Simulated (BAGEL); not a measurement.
# C2H5AlN2 (SMILES C#[C][Al]([NH2])[NH2]): HF/6-31G(d) (density fitting with cc-pvqz-jkfit, spherical functions)

What is the vertical singlet–triplet gap of C2H5AlN2 at HF/6-31G* (density fitting with cc-pvqz-jkfit, spherical functions)? 

The results are computed with BAGEL 1.2.2.

**1. The molecule**

C2H5AlN2 has 10 atoms, charge 0, and is taken as a singlet. As SMILES, `C#[C][Al]([NH2])[NH2]`. The shape is that of a PBE0-D4/def2-TZVP optimisation.

Bond lengths: C1–C2 1.210 Å, C2–Al3 1.908 Å, Al3–N4 1.763 Å, Al3–N5 1.763 Å, C1–H6 1.067 Å, N4–H7 1.006 Å, N4–H8 1.006 Å, N5–H9 1.006 Å, N5–H10 1.006 Å. Some angles: C1–C2–Al3 180.0°, C2–Al3–N4 118.9°, C2–Al3–N5 118.9°, N4–Al3–N5 122.2°, C2–C1–H6 180.0°, Al3–N4–H7 126.4°, Al3–N4–H8 123.3°, Al3–N5–H9 123.3°, Al3–N5–H10 126.4°, H7–N4–H8 110.4°.

**2. A single-point energy at HF/6-31G(d) (density fitting with cc-pvqz-jkfit, spherical functions)**

File input.json:

```json
{ "bagel": [

{
  "title": "molecule",
  "basis": "6-31gs.json",
  "df_basis": "cc-pvqz-jkfit",
  "angstrom": true,
  "geometry": [
    { "atom": "C", "xyz": [      -2.368100,       1.221100,       0.873300 ] },
    { "atom": "C", "xyz": [      -1.345900,       0.693600,       0.497800 ] },
    { "atom": "Al", "xyz": [       0.265700,      -0.138000,      -0.094200 ] },
    { "atom": "N", "xyz": [       0.247600,      -1.861100,      -0.467000 ] },
    { "atom": "N", "xyz": [       1.722400,       0.842900,      -0.249900 ] },
    { "atom": "H", "xyz": [      -3.269100,       1.686000,       1.204200 ] },
    { "atom": "H", "xyz": [       1.027400,      -2.410800,      -0.785900 ] },
    { "atom": "H", "xyz": [      -0.574800,      -2.435200,      -0.383700 ] },
    { "atom": "H", "xyz": [       1.750000,       1.827100,      -0.041300 ] },
    { "atom": "H", "xyz": [       2.627700,       0.523400,      -0.550300 ] }
  ]
},

{ "title": "hf" },

{ "title": "print", "file": "orbitals.molden", "orbitals": true }

]}
```

The basis set 6-31G* is read from a file made from the Basis Set Exchange's data (not shown).

Started as:

```bash
$ BAGEL_NUM_THREADS=1 BAGEL input.json > input.out
```

What it wrote:

```text
* using 1 threads per process

  ===============================================================
  ===============================================================

  *** Geometry ***

  { "atom" : "C", "xyz" : [     -4.475060,      2.307545,      1.650298 ] },
  { "atom" : "C", "xyz" : [     -2.543382,      1.310714,      0.940706 ] },
  { "atom" : "Al", "xyz" : [      0.502100,     -0.260782,     -0.178012 ] },
  { "atom" : "N", "xyz" : [      0.467896,     -3.516969,     -0.882502 ] },
  { "atom" : "N", "xyz" : [      3.254864,      1.592850,     -0.472243 ] },
  { "atom" : "H", "xyz" : [     -6.177704,      3.186078,      2.275608 ] },
  { "atom" : "H", "xyz" : [      1.941505,     -4.555752,     -1.485136 ] },
  { "atom" : "H", "xyz" : [     -1.086215,     -4.601861,     -0.725088 ] },
  { "atom" : "H", "xyz" : [      3.307021,      3.452719,     -0.078046 ] },
  { "atom" : "H", "xyz" : [      4.965633,      0.989083,     -1.039916 ] },

  Number of auxiliary basis functions:      827

  Since a DF basis is specified, we compute 2- and 3-index integrals:
    o Being stored without compression. Storage requirement is 0.047 GB

  Number of basis functions:       84
  Number of electrons      :       44

    * METHOD: MOLECULE                             0.84

  *** RHF ***

  === Nuclear Repulsion ===
   183.1072312595

      * DIIS with orbital gradients will be used.

  === RHF iteration (6-31gs.json) ===
      0       -429.13119923          0.02512185           0.15
      1       -429.37388598          0.01369258           0.14
      2       -429.46774522          0.00171234           0.14
      3       -429.46947548          0.00058608           0.14
      4       -429.46964013          0.00016629           0.15
      5       -429.46965485          0.00004582           0.15
      6       -429.46965673          0.00001643           0.15
      7       -429.46965716          0.00000619           0.15
      8       -429.46965724          0.00000315           0.15
      9       -429.46965725          0.00000192           0.14
     10       -429.46965726          0.00000066           0.15
     11       -429.46965726          0.00000026           0.15
     12       -429.46965726          0.00000010           0.15
     13       -429.46965726          0.00000003           0.16
     14       -429.46965726          0.00000001           0.16
    * SCF iteration converged.

    * Permanent dipole moment:
           (   -0.236652,     0.122112,     0.087159) a.u.

    * METHOD: HF                                   2.52

    * METHOD: PRINT                                0.02

  ===============================================================
```

It took 3.6 s on 1 thread of Arm Neoverse V1, shared host; peak memory 0.18 GiB.

**3. The triplet**

File calc.json:

```json
{ "bagel" : [

{
  "title" : "molecule",
  "basis" : "6-31gs.json",
  "df_basis" : "cc-pvqz-jkfit",
  "angstrom" : true,
  "geometry" : [
    { "atom" : "C", "xyz" : [   -2.368100,    1.221100,    0.873300 ] },
    { "atom" : "C", "xyz" : [   -1.345900,    0.693600,    0.497800 ] },
    { "atom" : "Al", "xyz" : [    0.265700,   -0.138000,   -0.094200 ] },
    { "atom" : "N", "xyz" : [    0.247600,   -1.861100,   -0.467000 ] },
    { "atom" : "N", "xyz" : [    1.722400,    0.842900,   -0.249900 ] },
    { "atom" : "H", "xyz" : [   -3.269100,    1.686000,    1.204200 ] },
    { "atom" : "H", "xyz" : [    1.027400,   -2.410800,   -0.785900 ] },
    { "atom" : "H", "xyz" : [   -0.574800,   -2.435200,   -0.383700 ] },
    { "atom" : "H", "xyz" : [    1.750000,    1.827100,   -0.041300 ] },
    { "atom" : "H", "xyz" : [    2.627700,    0.523400,   -0.550300 ] }
  ]
},
{ "title" : "uhf", "nopen" : 2 },
{ "title" : "print", "file" : "orbitals.molden", "orbitals" : true }

]}
```

The basis set 6-31G* is read from a file made from the Basis Set Exchange's data (not shown).

Started as:

```bash
$ BAGEL_NUM_THREADS=1 BAGEL calc.json > calc.out
```

What it wrote:

```text
* using 1 threads per process

  ===============================================================
  ===============================================================

  *** Geometry ***

  { "atom" : "C", "xyz" : [     -4.475060,      2.307545,      1.650298 ] },
  { "atom" : "C", "xyz" : [     -2.543382,      1.310714,      0.940706 ] },
  { "atom" : "Al", "xyz" : [      0.502100,     -0.260782,     -0.178012 ] },
  { "atom" : "N", "xyz" : [      0.467896,     -3.516969,     -0.882502 ] },
  { "atom" : "N", "xyz" : [      3.254864,      1.592850,     -0.472243 ] },
  { "atom" : "H", "xyz" : [     -6.177704,      3.186078,      2.275608 ] },
  { "atom" : "H", "xyz" : [      1.941505,     -4.555752,     -1.485136 ] },
  { "atom" : "H", "xyz" : [     -1.086215,     -4.601861,     -0.725088 ] },
  { "atom" : "H", "xyz" : [      3.307021,      3.452719,     -0.078046 ] },
  { "atom" : "H", "xyz" : [      4.965633,      0.989083,     -1.039916 ] },

  Number of auxiliary basis functions:      827

  Since a DF basis is specified, we compute 2- and 3-index integrals:
    o Being stored without compression. Storage requirement is 0.047 GB

  Number of basis functions:       84
  Number of electrons      :       44

    * METHOD: MOLECULE                             0.84

  *** Open-shell HF ***

  === Nuclear Repulsion ===
   183.1072312595

      * DIIS with orbital gradients will be used.

  === UHF iteration (6-31gs.json) ===
      0       -428.73855485          0.05290366           0.29
      1       -428.49952114          0.06427428           0.30
      2       -428.04981775          0.08583509           0.29
      3       -429.27636392          0.01214097           0.29
      4       -429.29926294          0.00358279           0.29
      5       -429.30326306          0.00106677           0.29
      6       -429.30416591          0.00029676           0.30
      7       -429.30439614          0.00016867           0.30
      8       -429.30448520          0.00005847           0.30
      9       -429.30451956          0.00001498           0.29
[... 38 lines of this table left out ...]
     48       -429.30458554          0.00000001           0.28
     49       -429.30458554          0.00000001           0.29
     50       -429.30458554          0.00000001           0.28
     51       -429.30458554          0.00000001           0.29
    * SCF iteration converged.

    * S^2 (UHF) is 2.0188

    * Permanent dipole moment:
           (   -0.035876,     0.018482,     0.013398) a.u.

    * METHOD: UHF                                 15.53

    * METHOD: PRINT                                0.02

  ===============================================================
```

Run time: 17 s. Hardware: 1 thread of Arm Neoverse V1, shared host; peak memory 0.18 GiB.

**4. What came out**

Level: HF/6-31G* (density fitting with cc-pvqz-jkfit, spherical functions).

```
                                        quantity          value
                           singlet: total energy  -429.46966 Eh
                          singlet: dipole moment         0.71 D
                            singlet: HOMO energy      -10.23 eV
                            singlet: LUMO energy        3.30 eV
                          singlet: HOMO–LUMO gap       13.53 eV
                           triplet: total energy  -429.30459 Eh
                          triplet: dipole moment         0.11 D
                                   triplet: ⟨S²⟩          2.019
vertical energy of the triplet above the singlet       4.492 eV
```

In words: At this shape the triplet lies 4.49 eV (433 kJ/mol) above the singlet.
